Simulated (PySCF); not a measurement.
# CHClFGeN (SMILES N#[C][GeH]([F])[Cl]): levels of theory compared

Aim: a comparison of 6 runs (HF/STO-3G, HF/3-21G, B3LYP/6-31G*, TPSSh/6-31G*, PBE0/6-31G**, PBE0/def2-SVP) of CHClFGeN. Input form: a Python script.

The calculation is run with PySCF 2.14.0.

## (1) The system as given

The species is CHClFGeN (6 atoms), meant as a singlet with charge 0. SMILES: `N#[C][GeH]([F])[Cl]`. Geometry: relaxed at PBE0-D4/def2-TZVP.

Bond lengths: N1–C2 1.151 Å, C2–Ge3 1.913 Å, Ge3–F4 1.718 Å, Ge3–Cl5 2.113 Å, Ge3–H6 1.520 Å. Angles: N1–C2–Ge3 178.0°, C2–Ge3–F4 105.5°, C2–Ge3–Cl5 108.2°, F4–Ge3–Cl5 107.8°, C2–Ge3–H6 113.0°, F4–Ge3–H6 109.5°, Cl5–Ge3–H6 112.5°.

## (2) Energy and gradient at HF/STO-3G (run 1)

input.py reads:

```python
from pyscf import gto

mol = gto.M(
    atom=[
    ('N', (-1.036900, -2.307000, 0.030700)),
    ('C', (-0.544000, -1.267300, 0.040100)),
    ('Ge', (0.237100, 0.477900, 0.107700)),
    ('F', (1.896000, 0.253800, -0.276600)),
    ('Cl', (-0.627600, 1.648100, -1.423900)),
    ('H', (0.117300, 1.130400, 1.475800)),
],
    charge=0,
    verbose=4,
    basis='sto-3g',
    max_memory=1860,
)

calc0 = mol.RHF()
calc0.conv_tol = 1e-10
calc0.kernel()
if not calc0.converged:
    calc0 = calc0.newton().run(calc0.mo_coeff, calc0.mo_occ)

e_tot = calc0.e_tot
print('Final energy', e_tot)
grad = calc0.nuc_grad_method().kernel()
dip = calc0.dip_moment()
pop, q = calc0.mulliken_pop()
```

On the command line:

```sh
$ OMP_NUM_THREADS=1 python input.py
```

Output:

```text
PySCF version 2.14.0

[... 62 lines left out ...]
converged SCF energy = -2696.17166941183
Final energy -2696.1716694118345
[... 12 lines left out ...]
Dipole moment(X, Y, Z, Debye):  1.14697,  1.56343,  2.31643
[... 50 lines left out ...]
charge of    5H =     -0.08538
```

Wall time 3.6 s (1 thread of Intel Xeon at 2.70GHz, shared host); peak memory 0.12 GiB.

## (3) Energy and forces at HF/3-21G (run 2)

run.py reads:

```python
from pyscf import gto

mol = gto.Mole()
mol.atom = '''
N     -1.959457    -4.359598     0.058015
C     -1.028011    -2.394850     0.075778
Ge     0.448054     0.903100     0.203524
F      3.582921     0.479612    -0.522698
Cl    -1.185992     3.114458    -2.690781
H      0.221665     2.136146     2.788858
'''
mol.charge = 0
mol.verbose = 3
mol.basis = '3-21g'
mol.max_memory = 1860
mol.spin = 0
mol.unit = 'bohr'
mol.build()

calc0 = mol.RHF()
calc0.conv_tol = 1e-10
calc0.kernel()
if not calc0.converged:
    calc0 = calc0.newton().run(calc0.mo_coeff, calc0.mo_occ)

energy = calc0.e_tot
print(f'total energy: {energy:.8f} hartree')
grad = calc0.nuc_grad_method().kernel()
dip = calc0.dip_moment()
pop, q = calc0.mulliken_pop()
```

On the command line:

```sh
$ OMP_NUM_THREADS=1 python run.py
```

Output:

```text
converged SCF energy = -2714.01940927073
total energy: -2714.01940927 hartree
[... 9 lines left out ...]
Dipole moment(X, Y, Z, Debye):  0.03495,  1.70580,  2.54871
[... 71 lines left out ...]
charge of    5H =     -0.16439
```

It took 3.6 s on 1 thread of Intel Xeon at 2.70GHz, shared host; peak memory 0.13 GiB.

## (4) Energy and gradient at B3LYP/6-31G(d) (spherical functions) (run 3)

input.py reads:

```python
# N#[C][GeH]([F])[Cl]
import pyscf.grad
from pyscf import gto, dft

mol = gto.Mole()
mol.atom = '''
N     -1.036900    -2.307000     0.030700
C     -0.544000    -1.267300     0.040100
Ge     0.237100     0.477900     0.107700
F      1.896000     0.253800    -0.276600
Cl    -0.627600     1.648100    -1.423900
H      0.117300     1.130400     1.475800
'''
mol.basis = '6-31g*'
mol.max_memory = 1860
mol.verbose = 4
mol.charge = 0
mol.build()

mf = dft.RKS(mol)
mf.xc = 'b3lyp'
mf.conv_tol = 1e-10
mf.grids.level = 5
mf.kernel()
if not mf.converged:
    mf = mf.newton().run(mf.mo_coeff, mf.mo_occ)

e_final = mf.e_tot
print('Final energy', e_final)
grad = mf.Gradients().kernel()
mf.analyze()
```

On the command line:

```sh
$ OMP_NUM_THREADS=1 python input.py
```

Output:

```text
PySCF version 2.14.0

[... 103 lines left out ...]
MO #4   energy= -44.4326815437236  occ= 2
[... 17 lines left out ...]
MO #22  energy= -1.31470257213353  occ= 2
[... 17 lines left out ...]
MO #40  energy= 0.044578167222082  occ= 0
[... 17 lines left out ...]
MO #58  energy= 0.681835691065655  occ= 0
[... 17 lines left out ...]
MO #76  energy= 1.57729952276308   occ= 0
[... 17 lines left out ...]
MO #94  energy= 3.47835360396014   occ= 0
[... 103 lines left out ...]
Dipole moment(X, Y, Z, Debye):  0.05831,  2.32658,  1.61145
```

Wall time 50 s (1 thread of Intel Xeon at 2.70GHz, shared host); peak memory 0.93 GiB.

Runs 4 to 5 aren't shown in full; the table further down has their settings and results.

## (5) Energy and gradient at PBE0/def2-SVP (run 6)

mol.xyz reads:

```xyz
6
CHClFGeN
N     -1.036900    -2.307000     0.030700
C     -0.544000    -1.267300     0.040100
Ge     0.237100     0.477900     0.107700
F      1.896000     0.253800    -0.276600
Cl    -0.627600     1.648100    -1.423900
H      0.117300     1.130400     1.475800
```

run.py reads:

```python
import pyscf.grad
from pyscf import gto, dft

mol = gto.M(
    atom='mol.xyz',
    verbose=4,
    max_memory=1860,
    spin=0,
    charge=0,
    basis='def2-svp',
)

mf = dft.RKS(mol, xc='pbe0')
mf.conv_tol = 1e-10
mf.grids.level = 5
mf.kernel()
if not mf.converged:
    mf = mf.newton().run(mf.mo_coeff, mf.mo_occ)

e_final = mf.e_tot
print('E = %.10f Eh' % e_final)
grad = mf.Gradients().kernel()
mf.analyze()
```

On the command line:

```sh
$ OMP_NUM_THREADS=1 python run.py
```

Output:

```text
PySCF version 2.14.0

[... 105 lines left out ...]
MO #7   energy= -24.780484191761   occ= 2
[... 17 lines left out ...]
MO #25  energy= -0.878779734892943 occ= 2
[... 17 lines left out ...]
MO #43  energy= 0.133383824297754  occ= 0
[... 17 lines left out ...]
MO #61  energy= 0.816783034533687  occ= 0
[... 17 lines left out ...]
MO #79  energy= 1.71329869053438   occ= 0
[... 17 lines left out ...]
MO #97  energy= 3.49555815307625   occ= 0
[... 106 lines left out ...]
Dipole moment(X, Y, Z, Debye): -0.08912,  2.43226,  1.48571
```

Run time: 43 s. Hardware: 1 thread of Intel Xeon at 2.70GHz, shared host; peak memory 0.95 GiB.

## (6) Overview of the runs

```
run                               level  integration grid   energy (Eh)  dipole moment (D)  HOMO energy (eV)  LUMO energy (eV)  wall time
  1                           HF/STO-3G                 –  -2696.171669               3.02            -11.14              6.92      3.6 s
  2                            HF/3-21G                 –  -2714.019409               3.07            -13.50              2.16      3.6 s
  3  B3LYP/6-31G* (spherical functions)                 5  -2730.302127               2.83             -9.59             -1.53       50 s
  4  TPSSh/6-31G* (spherical functions)                 5  -2730.228249               2.78             -9.14             -1.77       74 s
  5  PBE0/6-31G** (spherical functions)                 5  -2729.632791               2.86             -9.91             -1.35       67 s
  6                       PBE0/def2-SVP                 5  -2729.386586               2.85             -9.91             -1.35       43 s
```

## (7) What came out

| quantity | value |
| --- | --- |
| run 6: total energy | -2729.38659 Eh |
| run 6: dipole moment | 2.85 D |
| run 6: HOMO energy | -9.91 eV |
| run 6: LUMO energy | -1.35 eV |
| run 6: HOMO–LUMO gap | 8.56 eV |
| run 6: largest force on an atom | 1.048 eV/Å |

What this shows: The dipole moment (its size) runs from 2.78 D (TPSSh/6-31G*) to 3.07 D (HF/3-21G). The two ends differ in method and basis. The HOMO–LUMO gap runs from 7.37 eV (TPSSh/6-31G*) to 18.06 eV (HF/STO-3G). Totals of different functionals can't be ranked against each other. In run 1 the basis is minimal, so the values are rough. All runs together took 4 min, the longest 74 s.
